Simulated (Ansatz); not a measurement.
# WC (Qusongite): the cost of one run

Computed with Ansatz 0.2.0 (DFT PBEsol, scalar-relativistic, plane waves, PAW, unless a step's input says otherwise).

## 1. The structure to begin with

The structure is hexagonal, space group P-6m2 (No. 187). The conventional cell has a = 2.907 Å, b = 2.907 Å, c = 2.837 Å, α = 90.00°, β = 90.00°, γ = 120.00°. Around W (site symmetry -6m2) lie 6 C at 2.20 Å. C (site symmetry -6m2) has 6 W at 2.20 Å as nearest neighbours.

Coordinates:

```xyz
2
Lattice="2.9065 0.0000 0.0000 -1.4532 2.5171 0.0000 0.0000 0.0000 2.8366" Properties=species:S:1:pos:R:3 pbc="T T T"
W     0.0000    0.0000    0.0000
C     1.4533    0.8390    1.4183
```

The structure comes from the Crystallography Open Database.

(A quick probe on a coarse mesh, which set the mesh and smearing, is not shown.)

## 3. Relaxing cell and atoms

Input file input.yaml:

```yaml
crystal:
  lattice:
    - [2.9065, 0.0, 0.0]
    - [-1.45325, 2.5171028361, 0.0]
    - [0.0, 0.0, 2.8366]
  atoms:
    - { symbol: W, position: [0.0, 0.0, 0.0] }
    - { symbol: C, position: [0.6666666667, 0.3333333333, 0.5] }
basis:
  ecutwfc: 420
kpoints:
  mp_grid: { grid: [18, 18, 14] }
hamiltonian:
  xc: pbesol
scf:
  occupations: { method: gaussian, width: 0.1 }
output:
  forces: true
  stress: true
  eigenvalues: true
  write_density: true
  write_potential: true
  elf: true
  volumetric_format: npy
relax:
  adjacent_minimum: "off"
  f_tol: 0.005
  max_steps: 80
  cell: { stress_tol: 0.05 }
```

Started as:

```
> ansatz run input.yaml --threads 1 --pin off --max-ram 2560MiB --backend cpu --events-out ev --progress --plain --runs-dir out
```

Q: Estimate wall time and peak memory on 1 thread of Intel Xeon Platinum 8375C at 2.90GHz (Ice Lake), shared host.

About 38 s, with a peak of 0.47 GiB.
